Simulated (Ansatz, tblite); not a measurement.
# The cluster In2Te3: removing and adding an electron

An exercise on one series of results from a longer session: the logs are not shown, and one member is left open.

Program: Ansatz 0.2.0, Gaussian basis. Level of theory: as each input shows. These are calculated values, not measurements.

Plan: charge +1 doublet, at the geometry of the singlet (PBE0-D4/def2-TZVP, PBE-D4/def2-TZVP, r2SCAN-D4/def2-TZVP, LC-ωPBE(0.10)/def2-SVP, LC-ωPBE(0.15)/def2-SVP, LC-ωPBE(0.20)/def2-SVP, LC-ωPBE(0.30)/def2-SVP, CCSD(T)/def2-SVP); charge -1 doublet, at the geometry of the singlet (PBE0-D4/def2-TZVPD, PBE-D4/def2-TZVPD, r2SCAN-D4/def2-TZVPD, LC-ωPBE(0.10)/def2-SVP, LC-ωPBE(0.15)/def2-SVP, LC-ωPBE(0.20)/def2-SVP, LC-ωPBE(0.30)/def2-SVP); the starting singlet's energies come from earlier runs.

2 further runs of the same task are left out: 2 set aside as unsound or not needed. Runs told in other sessions of the task aren't counted.

### The relaxed structure

The geometry is that of the singlet, from an earlier relaxation (r2SCAN-D4/def2-SVP). At that level it is the lowest of the isomers that a small search found.

5 atoms, charge 0, spin multiplicity 1.

Atoms are counted from 1 here; the program's logs count them from 0.

Bond lengths: In1–Te3 3.147 Å, In1–Te5 3.147 Å, In2–Te3 3.147 Å, In2–Te5 3.147 Å, Te3–Te4 2.792 Å, Te4–Te5 2.792 Å. Angles: Te3–In1–Te5 81.4°, Te3–In2–Te5 81.4°, In1–Te3–In2 96.5°, In1–Te3–Te4 67.2°, In2–Te3–Te4 67.2°, Te3–Te4–Te5 94.6°, In1–Te5–In2 96.5°, In1–Te5–Te4 67.2°, In2–Te5–Te4 67.2°.

As a file:

```xyz
5
In2Te3
In   -2.3303   -0.4811   -0.5033
In    1.9181   -0.2194    1.4792
Te   -0.6332    1.5925    1.1465
Te    0.5474    0.9301   -1.2958
Te    0.4980   -1.8221   -0.8267
```

In, Te take a core potential in the def2 sets. No spin-orbit coupling is included.

The first run:

in.yaml

```yaml
crystal:
  periodic: [false, false, false]
  atoms:
    - {symbol: In, position_ang: [-2.330330, -0.481127, -0.503309]}
    - {symbol: In, position_ang: [1.918052, -0.219380, 1.479213]}
    - {symbol: Te, position_ang: [-0.633163, 1.592524, 1.146530]}
    - {symbol: Te, position_ang: [0.547417, 0.930121, -1.295776]}
    - {symbol: Te, position_ang: [0.498014, -1.822137, -0.826658]}
basis:
  gaussian: {orbitals: def2-TZVP}
total_charge: 1
magnetization: {spin_polarized: true, initial_magnetization: 1}
hamiltonian: {xc: pbe0, dispersion: d4}
scf: {omitted_lower_state_checks: [starts]}
output: {orbitals: {seedname: orbitals}}
```

Launch:

```console
$ ansatz run in.yaml --threads 4 --pin off --events-out ev --progress --plain --max-ram 4787MiB
```

Among the steps run: Charge +1 doublet at the fixed geometry, PBE0-D4/def2-TZVP; Charge +1 doublet at the fixed geometry, PBE-D4/def2-TZVP; Charge +1 doublet at the fixed geometry, r2SCAN-D4/def2-TZVP; Charge +1 doublet at the fixed geometry, LC-ωPBE(0.10)/def2-SVP; Charge +1 doublet at the fixed geometry, LC-ωPBE(0.15)/def2-SVP; Charge +1 doublet at the fixed geometry, LC-ωPBE(0.20)/def2-SVP; Charge +1 doublet at the fixed geometry, LC-ωPBE(0.30)/def2-SVP; Charge +1 doublet at the fixed geometry, CCSD(T)/def2-SVP.

One of the session's tables, all rows but one given; the rest of the session is left out.

It belongs to the step «Vertical ionisation energy». 

```
             method  vertical ionisation energy (eV)
        HF/def2-SVP                             6.42
   PBE-D4/def2-TZVP                             6.63
r2SCAN-D4/def2-TZVP                             6.75
  PBE0-D4/def2-TZVP                             6.79
       MP2/def2-SVP                             6.62
      CCSD/def2-SVP                             6.68
   CCSD(T)/def2-SVP                                ?
```

Q: Estimate the row for CCSD(T)/def2-SVP from the others.

**Answer.** vertical ionisation energy (eV): 6.61. In the column «vertical ionisation energy (eV)» it lies between HF/def2-SVP (6.42) and MP2/def2-SVP (6.62).

To keep in mind: The anion's highest level is positive in at least one run, so there the basis alone may hold the extra electron.
